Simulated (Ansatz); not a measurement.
# NbCd3: the cost of one run

Program: Ansatz 0.2.0. Level of theory: DFT, levels as named, plane waves, PAW. These are calculated values, not measurements.

### Step 1. The starting structure

It takes space group Pm-3m (No. 221, cubic). Conventional cell: a = 4.215 Å, b = 4.215 Å, c = 4.215 Å, α = 90.00°, β = 90.00°, γ = 90.00°. Nb (site symmetry m-3m) is surrounded by 12 Cd at 2.98 Å. Around Cd (site symmetry 4/mmm) lie 4 Nb at 2.98 Å and 8 Cd at 2.98 Å.

As a file:

```
CELL_PARAMETERS angstrom
4.21500 0.00000 0.00000
0.00000 4.21500 0.00000
0.00000 0.00000 4.21500
ATOMIC_POSITIONS crystal
Nb 0.00000 0.00000 0.00000
Cd 0.00000 0.50000 0.50000
Cd 0.50000 0.00000 0.50000
Cd 0.50000 0.50000 0.00000
```

### Step 2. Relaxation with PBE

Input file input.yaml:

```yaml
crystal:
  lattice:
    - [4.215, 0.0, 0.0]
    - [0.0, 4.215, 0.0]
    - [0.0, 0.0, 4.215]
  atoms:
    - { symbol: Nb, position: [0.0, 0.0, 0.0] }
    - { symbol: Cd, position: [0.0, 0.5, 0.5] }
    - { symbol: Cd, position: [0.5, 0.0, 0.5] }
    - { symbol: Cd, position: [0.5, 0.5, 0.0] }
  symmetry: { tolerance: 0.0003 }
hamiltonian:
  xc: pbe
  pseudopotentials: { kind: paw, azcp: { folder: soft_1 } }
basis:
  ecutwfc: 420
magnetization:
  spin_polarized: false
scf:
  occupations: { method: fermi_dirac, width: 0.1 }
kpoints:
  mp_grid: { grid: [8, 8, 8], shift: [0, 0, 0] }
output:
  forces: true
  stress: true
  eigenvalues: true
relax:
  max_steps: 60
  cell: {}
```

Run with:

```
ansatz run input.yaml --threads 2 --pin off --max-ram 5632MiB --backend cpu --events-out ev --progress --plain --runs-dir out
```

What time and memory should one allow on 2 threads of Arm Neoverse V1, shared host?

About 18 s, with a peak of 0.41 GiB.
